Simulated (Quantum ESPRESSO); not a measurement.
# Ge (I4_1/amd) in Quantum ESPRESSO: single point with PBEsol

Aim: the single point of Ge with PBEsol.

Everything below comes from runs of Quantum ESPRESSO 7.5. Logs are shortened: lines on timing, memory, paths and dates and some standing lists are left out, and cuts for length are marked.

## (1) The crystal as given

It takes space group I4_1/amd (No. 141, tetragonal). Conventional cell: a = 3.936 Å, b = 3.936 Å, c = 5.830 Å, α = 90.00°, β = 90.00°, γ = 90.00°. Ge (site symmetry -4m2) is surrounded by 4 Ge at 2.45 Å.

## (2) Single point, PBEsol

Contents of pw.in:

```
&CONTROL
  calculation = 'scf'
  prefix = 'pwscf'
  outdir = './tmp'
  pseudo_dir = './pseudo'
  tprnfor = .true.
  tstress = .true.
  disk_io = 'nowf'
/
&SYSTEM
  ibrav = 0
  nat = 2
  ntyp = 1
  ecutwfc = 78
  nbnd = 21
  occupations = 'smearing'
  smearing = 'gaussian'
  degauss = 0.00073499
/
&ELECTRONS
  conv_thr = 4d-10
  electron_maxstep = 120
  mixing_beta = 0.5
/
ATOMIC_SPECIES
Ge    72.6300 Ge.upf
CELL_PARAMETERS angstrom
   0.0000000000    2.7832000000    2.9149760000
   2.7832000000    0.0000000000    2.9149760000
   2.7832000000    2.7832000000    0.0000000000
ATOMIC_POSITIONS crystal
Ge     0.0000000000    0.0000000000    0.0000000000
Ge     0.2500000000    0.2500000000    0.2500000000
K_POINTS automatic
10 10 10 0 0 0
```

Potentials or basis: PseudoDojo 0.4.1 SR PBEsol standard.

Run with:

```
$ OMP_NUM_THREADS=1 pw.x -in pw.in > pw.out
```

pw.out:

```text
This program is part of the open-source Quantum ESPRESSO suite
     for quantum simulation of materials; please cite
         "P. Giannozzi et al., J. Phys.:Condens. Matter 21 395502 (2009);
         "P. Giannozzi et al., J. Phys.:Condens. Matter 29 465901 (2017);
         "P. Giannozzi et al., J. Chem. Phys. 152 154105 (2020);
     in publications or presentations arising from this work. More details at

     Message from routine setup:
     using ibrav=0 with symmetry is DISCOURAGED, use correct ibrav instead

     G-vector sticks info
     --------------------
     sticks:   dense  smooth     PW     G-vecs:    dense   smooth      PW
     Sum        1229    1229    359                28383    28383    4525

     Using Slab Decomposition

     bravais-lattice index     =            0
     lattice parameter (alat)  =       7.6162  a.u.
     unit-cell volume          =     304.7547 (a.u.)^3
     number of atoms/cell      =            2
     number of atomic types    =            1
     number of electrons       =        28.00
     number of Kohn-Sham states=           21
     kinetic-energy cutoff     =      78.0000  Ry
     charge density cutoff     =     312.0000  Ry
     scf convergence threshold =      4.0E-10
     mixing beta               =       0.5000
     number of iterations used =            8  plain     mixing
     Exchange-correlation= PBESOL
                           (   1   4  10   8   0   0   0)

     celldm(1)=   7.616156  celldm(2)=   0.000000  celldm(3)=   0.000000
     celldm(4)=   0.000000  celldm(5)=   0.000000  celldm(6)=   0.000000

     crystal axes: (cart. coord. in units of alat)
               a(1) = (   0.000000   0.690570   0.723266 )
               a(2) = (   0.690570   0.000000   0.723266 )
               a(3) = (   0.690570   0.690570   0.000000 )

     reciprocal axes: (cart. coord. in units 2 pi/alat)
               b(1) = ( -0.724040  0.724040  0.691309 )
               b(2) = (  0.724040 -0.724040  0.691309 )
               b(3) = (  0.724040  0.724040 -0.691309 )

     PseudoPot. # 1 for Ge read from file:
     Ge.upf
     Pseudo is Norm-conserving + core correction, Zval = 14.0
     Generated using ONCVPSP code by D. R. Hamann
     Using radial grid of 1560 points,  6 beta functions with:
                l(1) =   0
                l(2) =   0
                l(3) =   1
                l(4) =   1
                l(5) =   2
                l(6) =   2

     atomic species   valence    mass     pseudopotential
     Ge               14.00    72.63000     Ge( 1.00)

     16 Sym. Ops., with inversion, found ( 8 have fractional translation)

   Cartesian axes

     site n.     atom                  positions (alat units)
         1        Ge     tau(   1) = (   0.0000000   0.0000000   0.0000000  )
         2        Ge     tau(   2) = (   0.3452848   0.3452848   0.3616330  )

     number of k points=   102  Gaussian smearing, width (Ry)=  0.0007

     Number of k-points >= 100: set verbosity='high' to print them.

     Dense  grid:    28383 G-vectors     FFT dimensions: (  48,  48,  48)

     Initial potential from superposition of free atoms

     starting charge      27.9985, renormalised to      28.0000
     Starting wfcs are   18 randomized atomic wfcs +    3 random wfcs

     Self-consistent Calculation

     iteration #  1     ecut=    78.00 Ry     beta= 0.50
     Davidson diagonalization with overlap
     ethr =  1.00E-02,  avg # of iterations =  5.2

     Threshold (ethr) on eigenvalues was too large:
     Diagonalizing with lowered threshold

     Davidson diagonalization with overlap
     ethr =  1.15E-04,  avg # of iterations =  3.6

     total energy              =    -356.80613553 Ry
     estimated scf accuracy    <       0.03308229 Ry

     iteration #  2     ecut=    78.00 Ry     beta= 0.50
     Davidson diagonalization with overlap
     ethr =  1.18E-04,  avg # of iterations =  1.0

     total energy              =    -356.80531649 Ry
     estimated scf accuracy    <       0.00592074 Ry

     iteration #  3     ecut=    78.00 Ry     beta= 0.50
     Davidson diagonalization with overlap
     ethr =  2.11E-05,  avg # of iterations =  2.3

     total energy              =    -356.80566892 Ry
     estimated scf accuracy    <       0.00008232 Ry

     iteration #  4     ecut=    78.00 Ry     beta= 0.50
     Davidson diagonalization with overlap
     ethr =  2.94E-07,  avg # of iterations =  4.6

     total energy              =    -356.80568093 Ry
     estimated scf accuracy    <       0.00000646 Ry

     iteration #  5     ecut=    78.00 Ry     beta= 0.50
     Davidson diagonalization with overlap
     ethr =  2.31E-08,  avg # of iterations =  1.3

     total energy              =    -356.80568107 Ry
     estimated scf accuracy    <       0.00000047 Ry

     iteration #  6     ecut=    78.00 Ry     beta= 0.50
     Davidson diagonalization with overlap
     ethr =  1.66E-09,  avg # of iterations =  2.0

     total energy              =    -356.80568128 Ry
     estimated scf accuracy    <       0.00000010 Ry

     iteration #  7     ecut=    78.00 Ry     beta= 0.50
     Davidson diagonalization with overlap
     ethr =  3.69E-10,  avg # of iterations =  2.0

     total energy              =    -356.80568130 Ry
     estimated scf accuracy    <          1.4E-09 Ry

     iteration #  8     ecut=    78.00 Ry     beta= 0.50
     Davidson diagonalization with overlap
     ethr =  5.05E-12,  avg # of iterations =  2.0

     End of self-consistent calculation

     Number of k-points >= 100: set verbosity='high' to print the bands.

     the Fermi energy is     9.5341 ev

!    total energy              =    -356.80568130 Ry
     estimated scf accuracy    <          3.5E-10 Ry
     smearing contrib. (-TS)   =      -0.00000132 Ry
     internal energy E=F+TS    =    -356.80567998 Ry

     The total energy is F=E-TS. E is the sum of the following terms:
     one-electron contribution =    -183.11540966 Ry
     hartree contribution      =     110.43324571 Ry
     xc contribution           =     -86.38634995 Ry
     ewald contribution        =    -197.73716608 Ry

     convergence has been achieved in   8 iterations

     Forces acting on atoms (cartesian axes, Ry/au):

     atom    1 type  1   force =     0.00000000   -0.00000000    0.00000000
     atom    2 type  1   force =    -0.00000000    0.00000000   -0.00000000

     Total force =     0.000000     Total SCF correction =     0.000000

     Computing stress (Cartesian axis) and pressure

          total   stress  (Ry/bohr**3)                   (kbar)     P=        8.20
   0.00013702  -0.00000000   0.00000000           20.16       -0.00        0.00
  -0.00000000   0.00013702  -0.00000000           -0.00       20.16       -0.00
  -0.00000000  -0.00000000  -0.00010674           -0.00       -0.00      -15.70

=------------------------------------------------------------------------------=
   JOB DONE.
=------------------------------------------------------------------------------=
```

Wall time 2.2 min (1 thread of Intel Xeon Platinum 8259CL at 2.50GHz (Skylake/Cascade Lake), shared host); peak memory 0.18 GiB.

What came out:

```yaml
Free_energy: -4854.5886 eV
Pressure: 0.8 GPa
Band_gap_on_the_k_mesh: none (metal or under the smearing width)
```

Levels at points of the mesh, in eV from the Fermi level:
| k point | band 12 | band 13 | band 14 | band 15 | band 16 | band 17 |
| --- | --- | --- | --- | --- | --- | --- |
| (0.00, 0.00, 0.00) | -0.33 | -0.10 | 0.04 | 0.04 | 2.39 | 2.39 |
| (0.00, 0.00, -0.50) | -7.72 | -1.70 | -1.27 | 0.00 | 3.53 | 3.78 |
| (0.00, -0.50, -0.50) | -8.91 | -3.27 | -3.27 | 0.46 | 0.46 | 9.31 |
| (-0.50, -0.50, 0.00) | -9.14 | -2.95 | -2.95 | 0.83 | 0.83 | 9.39 |
